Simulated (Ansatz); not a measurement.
**F₂GaHSe: a ladder of functionals and wavefunction methods**

One table from this session's results is given with a row withheld; the runs are named, their logs left out.

Program: Ansatz 0.2.0, Gaussian basis. Level of theory: functionals in def2-TZVPP, the program's frozen cores in correlated methods. These are calculated values, not measurements.

The runs, in order: LDA (SPW92), PBE-D4, revPBE-D4, BLYP-D4, r2SCAN-D4, B97M-V, PBE0-D4, B3LYP-D4, r2SCANh-D4, r2SCAN0-D4, HSE06-D4, BHLYP-D4, CAM-B3LYP-D4, LC-ωPBE, ωB97X-V, ωB97M-V, B2PLYP, PBE-QIDH; CCSD(T)/def2-SVP; CCSD(T)/def2-TZVPP; CCSD(T)/def2-QZVPP; extrapolation to the limit; RPA on PBE.

### The geometry

The geometry comes from an earlier relaxation with PBE0-D4 in a triple-zeta def2 set; it is a stationary point.

SMILES `[F][Ga]([F])[SeH]`, 5 atoms, charge 0, spin multiplicity 1.

Atoms are counted from 1 here; the program's logs count them from 0.

Bond lengths: F1–Ga2 1.738 Å, Ga2–F3 1.740 Å, Ga2–Se4 2.287 Å, Se4–H5 1.470 Å. Angles: F1–Ga2–F3 114.8°, F1–Ga2–Se4 122.2°, F3–Ga2–Se4 123.1°, Ga2–Se4–H5 89.9°.

Coordinates:

```mol
F2GaHSe
  3D, bonds by distance, orders not assigned

  5  4  0  0  0  0  0  0  0  0999 V2000
   -0.1978   -1.5244    1.7040 F   0  0
    0.1859   -0.4044    0.4311 Ga  0  0
    1.8877   -0.1732    0.1524 F   0  0
   -1.4328    0.6724   -0.7728 Se  0  0
   -0.3931    1.3561   -1.5561 H   0  0
  1  2  8  0
  2  3  8  0
  2  4  8  0
  4  5  8  0
M  END
```

The first run:

Contents of in.yaml:

```yaml
crystal:
  periodic: [false, false, false]
  atoms:
    - {symbol: F, position_ang: [-0.197808, -1.524425, 1.703966]}
    - {symbol: Ga, position_ang: [0.185880, -0.404359, 0.431150]}
    - {symbol: F, position_ang: [1.887728, -0.173248, 0.152387]}
    - {symbol: Se, position_ang: [-1.432795, 0.672358, -0.772811]}
    - {symbol: H, position_ang: [-0.393105, 1.356074, -1.556091]}
basis:
  gaussian: {orbitals: def2-TZVPP}
hamiltonian: {xc: lda}
output: {orbitals: {seedname: orbitals}}
```

Run with:

```
$ ansatz run in.yaml --threads 2 --pin off --events-out ev --progress --plain --max-ram 32768MiB --backend cpu
```

Among the steps run: LDA; PBE-D4 (GGA); revPBE-D4 (GGA); BLYP-D4 (GGA); r2SCAN-D4 (meta-GGA); B97M-V (meta-GGA); B3LYP-D4 (hybrid); r2SCANh-D4 (hybrid); r2SCAN0-D4 (hybrid); HSE06-D4 (hybrid); BHLYP-D4 (hybrid); CAM-B3LYP-D4 (range-separated); LC-ωPBE (range-separated); ωB97X-V (range-separated); ωB97M-V (range-separated); B2PLYP (double hybrid); PBE-QIDH (double hybrid).

One table of the session follows, with a row left open; its other results are not shown here.

It belongs to the step «Frontier levels by functional». 

| functional | HOMO (eV) | LUMO (eV) | gap (eV) |
| --- | --- | --- | --- |
| LDA (SPW92) | -7.17 | -3.02 | 4.16 |
| PBE-D4 | -6.98 | -2.67 | 4.31 |
| revPBE-D4 | -6.92 | -2.53 | 4.39 |
| BLYP-D4 | -6.82 | -2.66 | 4.16 |
| r2SCAN-D4 | -7.29 | -2.39 | 4.90 |
| B97M-V | -7.31 | -2.47 | 4.85 |
| PBE0-D4 | -8.17 | -1.75 | 6.42 |
| B3LYP-D4 | -7.93 | -2.10 | 5.83 |
| r2SCANh-D4 | -7.72 | -2.06 | 5.66 |
| r2SCAN0-D4 | -8.37 | -1.58 | 6.79 |
| HSE06-D4 | -7.77 | -2.11 | 5.66 |
| BHLYP-D4 | -9.19 | -0.89 | 8.30 |
| CAM-B3LYP-D4 | -9.46 | -0.83 | 8.63 |
| LC-ωPBE | -10.81 | 0.51 | 11.32 |
| ωB97X-V | ? | ? | ? |
| ωB97M-V | -10.32 | 0.15 | 10.47 |

Estimate the missing values for ωB97X-V.

As computed: HOMO (eV): -10.45; LUMO (eV): 0.36; gap (eV): 10.81. In the column «HOMO (eV)» it lies between LC-ωPBE (-10.81) and ωB97M-V (-10.32).
